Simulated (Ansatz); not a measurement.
# CH7BSSi: small, medium and large basis sets

An exercise on one series of results from a longer session: the logs are not shown, and one member is left open.

Program: Ansatz 0.2.0, Gaussian basis. Level of theory: one geometry, several basis sets. These are calculated values, not measurements.

The runs, in order: PBE0-D4/def2-SVP; ωB97M-V/def2-SVP; PBE0-D4/def2-QZVPP; ωB97M-V/def2-QZVPP; the functionals' def2-TZVPP values are taken from earlier runs.

### The relaxed structure

An earlier PBE0-D4 in a triple-zeta def2 set relaxation fixed the geometry.

SMILES `CB([SiH3])S`, 11 atoms, charge 0, spin multiplicity 1.

Atoms are counted from 1 here; the program's logs count them from 0.

Bond lengths: C1–B2 1.563 Å, C1–H5 1.096 Å, C1–H6 1.096 Å, C1–H7 1.093 Å, B2–Si3 2.023 Å, B2–S4 1.775 Å, Si3–H8 1.488 Å, Si3–H9 1.492 Å, Si3–H10 1.492 Å, S4–H11 1.349 Å. Angles: B2–C1–H5 110.0°, B2–C1–H6 109.9°, B2–C1–H7 114.8°, H5–C1–H6 105.2°, H5–C1–H7 108.3°, H6–C1–H7 108.3°, C1–B2–Si3 121.4°, C1–B2–S4 123.6°, Si3–B2–S4 115.0°, B2–Si3–H8 113.3°, B2–Si3–H9 109.9°, B2–Si3–H10 109.9°, H8–Si3–H9 108.2°, H8–Si3–H10 108.2°, H9–Si3–H10 107.2°, B2–S4–H11 99.9°.

Set-up of the first run:

in.yaml

```yaml
crystal:
  periodic: [false, false, false]
  atoms:
    - {symbol: C, position_ang: [-0.083827, 1.143770, -0.937210]}
    - {symbol: B, position_ang: [-0.251057, -0.249821, -0.248905]}
    - {symbol: Si, position_ang: [0.651547, -0.671659, 1.512005]}
    - {symbol: S, position_ang: [-1.226930, -1.569367, -0.926286]}
    - {symbol: H, position_ang: [0.978389, 1.351951, -1.109580]}
    - {symbol: H, position_ang: [-0.426257, 1.936268, -0.261631]}
    - {symbol: H, position_ang: [-0.613061, 1.251341, -1.887070]}
    - {symbol: H, position_ang: [0.368126, -2.047284, 2.004824]}
    - {symbol: H, position_ang: [0.207108, 0.296728, 2.555743]}
    - {symbol: H, position_ang: [2.129189, -0.522913, 1.373630]}
    - {symbol: H, position_ang: [-1.667829, -0.976214, -2.054819]}
basis:
  gaussian: {orbitals: def2-SVP}
hamiltonian: {xc: pbe0, dispersion: d4}
output: {orbitals: {seedname: orbitals}}
```

Launch:

```console
$ ansatz run in.yaml --threads 2 --pin off --events-out ev --progress --plain --max-ram 4352MiB
```

Among the steps run: PBE0-D4 in def2-SVP; ωB97M-V in def2-SVP; PBE0-D4 in def2-QZVPP; ωB97M-V in def2-QZVPP.

One of the session's tables, all rows but one given; the rest of the session is left out.

It belongs to the step «Density functionals: the series». 

| functional | basis | HOMO (eV) |
| --- | --- | --- |
| PBE0-D4 | def2-SVP | ? |
| PBE0-D4 | def2-TZVPP | -8.10 |
| PBE0-D4 | def2-QZVPP | -8.11 |
| ωB97M-V | def2-SVP | -10.16 |
| ωB97M-V | def2-TZVPP | -10.22 |
| ωB97M-V | def2-QZVPP | -10.23 |

Estimate the missing values for PBE0-D4, def2-SVP.

The run gave: HOMO (eV): -8.08. In the column «HOMO (eV)» it is the highest.
